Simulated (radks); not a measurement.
# Hf²⁺ in [Xe] 4f14 5d2: an all-electron calculation

Aim: the levels, the sizes of the orbitals and the parts of the energy of the hafnium ion Hf2+.

Method: Dirac Kohn-Sham, SOGGA, spin-unpolarised, spherical densities, finite nucleus; open shells fill j = l - 1/2 first. Code: radks (a radial shooting solver on a logarithmic mesh, Libxc functionals) version 1.

## Step 1: The system

```
element            : hafnium (Z = 72)
charge             : +2
electrons          : 70
configuration      : [Xe] 4f14 5d2
nuclear rms radius : 5.347 fm
```

## Step 2: Self-consistent calculation

The run's settings:

```text
Z 72
configuration [Xe] 4f14 5d2 6s0 6p0
relativity Dirac
functional sogga,pbe
spin unpolarised
j_filling energy
nucleus finite rms 5.347 fm
c 137.035999084
```

What does the calculation give?

The runs gave:

```
                        quantity                   value
                    total energy     -15089.7056 hartree
exchange-correlation share of it                  2.02 %
                            −T/E                  1.1181
          highest occupied level       5d3/2, -16.777 eV
    most extended occupied level  5d3/2, <r> = 2.08 bohr
 radius at density 0.001 e/bohr³               3.69 bohr
    maxima of the radial density                       4
         ionisation energy, NIST       22.55 (theory) eV
```

5 principal shells are occupied and 4 maxima appear in the radial density; where shells overlap, one shows as a shoulder or not at all. −T/E is 1.118: with relativity the kinetic term as defined here no longer equals −E. Minus the highest eigenvalue, 16.777 eV, is 74 % of the tabulated ionisation energy (22.55 eV); the potential of a semilocal functional falls off too fast, so its top eigenvalue is too shallow. Spin polarisation and multiplet splitting are left out.
